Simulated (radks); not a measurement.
# K²⁺ in [Ne] 3s2 3p4 4f1: an all-electron calculation

The task here is to estimate one member of a computed series from the others.

The numbers are computed with radks (a radial shooting solver on a logarithmic mesh, Libxc functionals) version 1 (non-relativistic Kohn-Sham, TPSS, spin-polarised, spherical densities, point nucleus; open shells are filled with parallel spins first), except any that are marked as measured or tabulated.

### What is computed

- element: potassium (Z = 19)
- charge: +2
- electrons: 17
- configuration: [Ne] 3s2 3p4 4f1

Outer shells as boxes (Hund's rule):

K²⁺
```
[Ne] core
3s [↑↓]
3p [↑↓][↑ ][↑ ]
4f [↑ ][  ][  ][  ][  ][  ][  ]
```

The first run:

Input:

```text
Z 19
configuration [Ne] 3s2 3p4 4f1 4s0 3d0
relativity non-relativistic
functional tpss,tpss
spin polarised
nucleus point
```

One table of the session follows, with a row left open; its other results are not shown here.

It belongs to the step «Orbitals and density». Sizes of the orbitals, from the radial functions (bohr):

| level | <r> | outermost maximum (interpolated) | 90 % within | nodes |
| --- | --- | --- | --- | --- |
| 1s up | 0.08148 | 0.0535 | 0.145 | 0 |
| 1s down | 0.08147 | 0.0535 | 0.145 | 0 |
| 2s up | 0.3888 | 0.319 | 0.606 | 1 |
| 2s down | 0.3887 | 0.319 | 0.605 | 1 |
| 2p up | 0.3506 | 0.263 | 0.579 | 0 |
| 2p down | 0.3505 | 0.263 | 0.578 | 0 |
| 3s up | 1.203 | 1.05 | 1.78 | 2 |
| 3s down | 1.211 | 1.05 | 1.80 | 2 |
| 3p up | 1.289 | 1.10 | 1.95 | 1 |
| 3p down | 1.306 | 1.11 | 1.99 | 1 |
| 3d up | 1.540 | 1.18 | 2.48 | 0 |
| 3d down | 1.609 | 1.22 | 2.63 | 0 |
| 4s up | ? | ? | ? | ? |
| 4s down | 3.104 | 2.86 | 4.42 | 3 |
| 4f up | 5.728 | 5.40 | 8.20 | 0 |

Q: Estimate the row for 4s up from the others.

As computed: <r>: 3.185; outermost maximum (interpolated): 2.80; 90 % within: 4.65; nodes: 3. In the column «<r>» it lies between 4s down (3.104) and 4f up (5.728).
